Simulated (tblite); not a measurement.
# BFH4O3: the cost of one run

Computed with tblite 0.8.0 and PySCF 2.14.0; each step states its level. No surroundings beyond the atoms listed, unless a continuum is named. Atoms count from 0, parts from 1.

## Step 1: Starting point

9 atoms, charge 0, multiplicity 1; geometry: rigid parts in contact. Parts: 1 = atoms 0–6, `OB(O)O`, charge 0; 2 = atoms 7–8, `F`, charge 0.

## Step 2: Search for minima with GFN2-xTB

The job: settings as JSON, then the geometry in Å.

```
{"job": {"kind": "dock", "xc": "GFN2-xTB", "basis": "xTB"}, "charge": 0, "multiplicity": 1, "parts": [{"atoms": "0-6", "charge": 0, "multiplicity": 1}, {"atoms": "7-8", "charge": 0, "multiplicity": 1}]}
O      0.729079     1.066421    -0.424065
B     -0.000207     0.000026     0.000107
O     -1.355979     0.020014    -0.101166
O      0.626769    -1.085804     0.525910
H      1.672386     0.957960    -0.312160
H     -1.702612     0.824212    -0.484602
H      0.030564    -1.782830     0.795975
F     -1.762879    -2.190737    -1.338639
H     -1.709867    -2.182941    -0.407710
```

Level: GFN2-xTB search for minima from random contacts, gas phase.

Run with:

```sh
$ OMP_NUM_THREADS=1 python cluster_run.py task.json out
```

This one command runs all jobs of the session in turn.

**Question.** How long does this first job take on 1 thread of Arm Neoverse N1, shared host?

About 3.1 s.
